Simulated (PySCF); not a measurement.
# LuO(OH): other functionals and bases at one geometry

An exercise on one series of results from a longer session: the logs are not shown, and one member is left open.

The runs use PySCF 2.14.0; several levels, as the steps say, no spin–orbit coupling.

1 further run of the same task is left out (for a known fault of the program).

## The starting structure

4 atoms, charge 0, spin multiplicity 1.

Bond lengths: Lu1–O2 1.814 Å, Lu1–O3 2.006 Å, O3–H4 0.959 Å. Angles: O2–Lu1–O3 113.2°, Lu1–O3–H4 139.2°.

Coordinates:

```
Lu   -0.0253   -0.0511   -0.3966
O     1.2407    0.0362    0.8990
O    -1.8971    0.0202    0.3225
H    -2.3489    0.0835    1.1664
```

Formal oxidation states: Lu +3. Each metal's 14 4f electrons lie in its core potential, so multiplicities, spins and levels count the valence alone. An earlier session relaxed this geometry at PBE0, Lu lcecp-1-SVP with ECP60, O def2-SVP, H def2-SVP (singlet, point group Cs).

At PBE0 on the finer grid: E = -190.809961 Eh, HOMO -6.32 eV, LUMO -2.40 eV, Mulliken charge on Lu1 +0.76 e, largest force component 0.013 eV/Å. 

Levels to run: revPBE; CAM-B3LYP; PBE0, TZVP. Hardware: 2 threads of Arm Neoverse V2, shared host.

Set-up of the first run:

run.py (the lines that set the calculation) reads:

```python
mol = gto.M(atom='''
Lu    -0.02529    -0.05107    -0.39661
O      1.24069     0.03617     0.89896
O     -1.89706     0.02020     0.32248
H     -2.34891     0.08354     1.16641''',
    basis={'Lu': 'lcecp-1-SVP', 'O': 'def2-SVP', 'H': 'def2-SVP'},
    ecp={'Lu': 'lcecp-1-SVP'},
    charge=0, spin=0)
mf = dft.RKS(mol, xc='PBE_R,PBE')
mf.grids.atom_grid = (75, 302)  # f atoms: unpruned, at least (60, 302)
mf = mf.density_fit()  # fitting sets: Lu AutoAux, O def2-universal-JKFIT, H def2-universal-JKFIT
mf.conv_tol = 1e-08; mf.max_cycle = 55
mf.kernel(dm0)  # dm0: the density of the relaxed state
```

On the command line:

```console
$ OMP_NUM_THREADS=2 python run.py
```

Steps of the session up to this table: revPBE; CAM-B3LYP; PBE0, TZVP.

One table of the session follows, with a row left open; its other results are not shown here.

```
              level  HOMO (eV)  gap (eV)  charge on Lu1 (e)  dipole (D)  largest force component (eV/Å)
PBE0 (relaxed here)      -6.32      3.92               0.76        6.26                            0.01
             revPBE          ?         ?                  ?           ?                               ?
          CAM-B3LYP      -7.66      5.87               0.73        6.48                            0.09
         PBE0, TZVP      -6.33      3.92               1.24        6.52                            0.28
```

Q: Estimate the row for revPBE from the others.

The run gave: HOMO (eV): -4.89; gap (eV): 1.96; charge on Lu1 (e): 0.61; dipole (D): 5.59; largest force component (eV/Å): 0.91. In the column «HOMO (eV)» it is the highest.

In one basis the HOMO–LUMO gap runs from 1.96 eV (revPBE) to 5.87 eV (CAM-B3LYP). The largest leftover force, 0.91 eV/Å with revPBE, stands at a geometry relaxed at another level. With 4f in the core, its levels are missing from HOMO and gap, and its count is fixed, so no charge can pass from the ligands into it. Total energies of different levels can't be compared.
